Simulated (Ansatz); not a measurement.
**Ti2Te3Pt: one candidate of a structure search**

The task: take a trial cell of Ti2Te3Pt to zero force and stress.

Method: DFT PBE, scalar-relativistic, plane waves, PAW, in Ansatz 0.2.0.

## 1. The system as given

It takes space group P6/mmm (No. 191, hexagonal). Conventional cell: a = 6.554 Å, b = 6.554 Å, c = 3.851 Å, α = 90.00°, β = 90.00°, γ = 120.00°. Ti (site symmetry -6m2) is surrounded by 6 Te at 2.70 Å. Te (site symmetry mmm) has 4 Ti at 2.70 Å and 4 Te at 3.28 Å and 4 Pt at 3.80 Å as nearest neighbours. Around Pt (site symmetry 6/mmm) lie 6 Ti at 3.78 Å and 12 Te at 3.80 Å and 2 Pt at 3.85 Å.

Structure file:

```
CELL_PARAMETERS angstrom
6.55361 0.00000 0.00000
-3.27680 5.67559 0.00000
0.00000 0.00000 3.85063
ATOMIC_POSITIONS crystal
Ti 0.33333 0.66667 0.00000
Ti 0.66667 0.33333 0.00000
Te 0.50000 0.00000 0.50000
Te 0.50000 0.50000 0.50000
Te 0.00000 0.50000 0.50000
Pt 0.00000 0.00000 0.00000
```

Recipe of the guess: species swapped into a database cell of ErB2Rh3 (P6/mmm, No. 191), with Pt on the Er sites, Ti on the B sites and Te on the Rh sites. Its size is a rough estimate.

## 2. Probe: one point on a coarse mesh

input.yaml

```yaml
crystal:
  lattice:
    - [6.55360849, 0.0, 0.0]
    - [-3.27680425, 5.67559144, 0.0]
    - [0.0, 0.0, 3.8506261]
  atoms:
    - { symbol: Ti, position: [0.33333333, 0.66666667, 0.0] }
    - { symbol: Ti, position: [0.66666667, 0.33333333, 0.0] }
    - { symbol: Te, position: [0.5, 0.0, 0.5] }
    - { symbol: Te, position: [0.5, 0.5, 0.5] }
    - { symbol: Te, position: [0.0, 0.5, 0.5] }
    - { symbol: Pt, position: [0.0, 0.0, 0.0] }
basis:
  ecutwfc: 420
kpoints:
  mp_grid: { grid: [3, 3, 4] }
hamiltonian:
  xc: pbe
scf:
  occupations: { method: gaussian, width: 0.1 }
  lower_state_search: "off"
output:
  forces: true
  stress: true
  eigenvalues: true
```

Started as:

```bash
$ ansatz run input.yaml --threads 1 --pin off --max-ram 2560MiB --backend cpu --events-out ev --progress --plain --runs-dir out
```

The session goes on with these runs: rough relaxation on the coarse mesh; another rough relaxation; spin check on a coarse mesh; relaxation on the finer mesh.

What does the calculation give? Wanted: conventional cell; volume; energy over the elements; gap on the mesh; total moment.

The runs gave:

```
                              quantity                                                                       value
symmetry at the end (tolerance 0.05 Å)                                                space group P6/mmm (No. 191)
                     conventional cell  a = 7.368 Å, b = 7.368 Å, c = 3.483 Å, α = 90.00°, β = 90.00°, γ = 120.00°
                                volume                                                               27.30 Å³/atom
              energy over the elements                                                               +0.34 eV/atom
                       gap on the mesh                                                                none (metal)
                          total moment                                                                1.27 μB/cell
```

What this shows: The space group P6/mmm (No. 191) is kept, and the volume per atom grows by 14.3 % from the first guess. With a positive formation energy it can't be a ground state. No finished test with a distortion of lower symmetry is shown, so the end may be a saddle point. Spin-orbit coupling is left out for Pt, Te. Other magnetic orders were not searched.
